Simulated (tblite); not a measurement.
# C2H13BrN2Si3: the cost of one run

Computed with tblite 0.8.0 and PySCF 2.14.0, with density-fitted response routines of our own, on a single molecule in the gas phase. Atoms count from 0, in the outputs and in this text.

### Step 1. The molecule as given

21 atoms, charge 0, multiplicity 1; geometry from: force field or distance geometry start.

Bonds of the start (Å): C0–N1 1.43, N1–Si2 1.77, Si2–C3 1.85, C3–Si4 1.87, Si4–Br5 2.25, Si2–Si6 2.23, Si6–N7 1.78, C0–H8 1.10, C0–H9 1.11, C0–H10 1.12, N1–H11 1.04, Si2–H12 1.47, C3–H13 1.11, C3–H14 1.11, Si4–H15 1.46, Si4–H16 1.47, Si6–H17 1.47, Si6–H18 1.48, N7–H19 1.05, N7–H20 1.03.

### Step 2. Optimising the geometry with GFN2-xTB

The job: settings as JSON, then the geometry in Å.

```
{"job": {"kind": "relax", "xc": "GFN2-xTB", "basis": "xTB"}, "charge": 0, "multiplicity": 1}
C     -1.270300    -2.603400    -0.132100
N     -0.096400    -1.957100     0.356200
Si     0.083300    -0.265100    -0.115200
C      1.284300     0.546800     1.026400
Si     2.793200     1.158700     0.112800
Br     4.347000    -0.466200     0.205200
Si    -1.857700     0.820700    -0.274100
N     -1.905700     2.203100     0.851300
H     -1.808300    -2.002400    -0.882300
H     -0.967900    -3.566300    -0.589300
H     -1.942500    -2.809600     0.739300
H      0.734000    -2.520000     0.068700
H      0.666400    -0.252900    -1.460200
H      0.823300     1.370000     1.613200
H      1.626700    -0.209200     1.765900
H      2.471100     1.473400    -1.281000
H      3.342400     2.322700     0.831800
H     -2.042100     1.293700    -1.649300
H     -2.987000    -0.070400     0.086600
H     -2.320400     3.057800     0.401500
H     -0.982300     2.492600     1.206300
```

The run is started by

```
$ OMP_NUM_THREADS=1 python probes_run.py task.json out
```

The driver reads the jobs from task.json and runs them one after another.

**Question.** How long does this first job take on 1 thread of Arm Neoverse V2, shared host?

About 2.8 s.
